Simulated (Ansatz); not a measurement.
MnO2:

```
Mn O
1.0
     0.00000    4.01999    4.01999
     4.01999    0.00000    4.01999
     4.01999    4.01999    0.00000
Mn O
4 8
Direct
  0.12500 0.12500 0.12500
  0.12500 0.12500 0.62500
  0.62500 0.12500 0.12500
  0.12500 0.62500 0.12500
  0.36095 0.36095 0.36095
  0.36095 0.36095 0.91714
  0.91714 0.36095 0.36095
  0.36095 0.91714 0.36095
  0.88905 0.88905 0.33286
  0.88905 0.88905 0.88905
  0.88905 0.33286 0.88905
  0.33286 0.88905 0.88905
```

The cell is a database's computed one.

Base run:

| Item | Value |
| --- | --- |
| Program | Ansatz 0.2.0 |
| Functional | PBEsol |
| Potentials or basis | Ansatz PAW |
| Cutoff | 420 eV (not typed: the program's choice for these potentials) |
| k mesh | 6 × 6 × 6 |
| Occupations | fermi-dirac, width 0.05 eV |
| Spin | collinear spin, ferromagnetic start |
| Starting moments | [5.5, 5.5, 5.5, 5.5, 0.0, 0.0, 0.0, 0.0, 0.0, 0.0, 0.0, 0.0] μB |

Its results: band gap on the k mesh 0.39 eV, indirect (least direct gap 0.54 eV); pressure -2.2 GPa; largest force 0.151 eV/Å.

**Question.** The run is repeated on the same cell with these changes: spin from collinear spin, ferromagnetic start to no spin polarisation. What comes out?

**Answer.** Band gap on the k mesh none (metal or under the smearing width); pressure -12.3 GPa; largest force 0.873 eV/Å.

Caveats: the PAW data sets come from PBE, with cores solved anew for the run's functional, which leaves a small shift of forces and pressure; semilocal functionals often make such compounds metallic where correlation or magnetic order opens a gap, which also shifts bond lengths (some runs).

A k mesh can miss the band edges.
